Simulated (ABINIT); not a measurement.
An input for ABINIT 10.8.3 (patched build) (Cd):

The input run.abi:

```
pp_dirpath "./"
pseudos "Cd.GGA_PBE-JTH.xml"

acell 3*1.0 Angstrom
rprim
    -0.0142780000     2.2231420000     2.2629350000
     2.2305150000    -0.0355670000     2.2842240000
     2.1477790000     2.1616950000     0.0471690000
ntypat 2
znucl 48
natom 1
typat 1
xred
    -0.0028620000     0.0034210000    -0.0017180000
chkprim 0
chksymtnons 0
tolsym 1.0e-6

ecut 462.593566 eV
pawecutdg 34.0

kptopt 1
ngkpt 10 10 10
nshiftk 1
shiftk 0.0 0.0 0.0

ixc -109134

nband 10
occopt 3
tsmear 0.00073499

nstep 100
tolvrs 1.0e-9

iomode 3
prtwf 0
prtden 0
prteig 0
prtebands 0
enunit 1

ionmov 3
ntime 30
tolmxf 0.0002
```

Potentials or basis: JTH PAW PBE v2.0.

Launch:

```sh
$ abinit run.abi > log 2>&1
```

Question: How does this run end?

Answer: The run stopped without a result. It printed:

run.abo:

```text
.Version 10.8.3 of ABINIT
--- !ERROR
message: |
    Not enough pseudopotentials in input `pseudos` string, expecting npsp: 2
    Perhaps the separator (=a comma) is missing between pseudopotentials in input `pseudos` string.
...
```
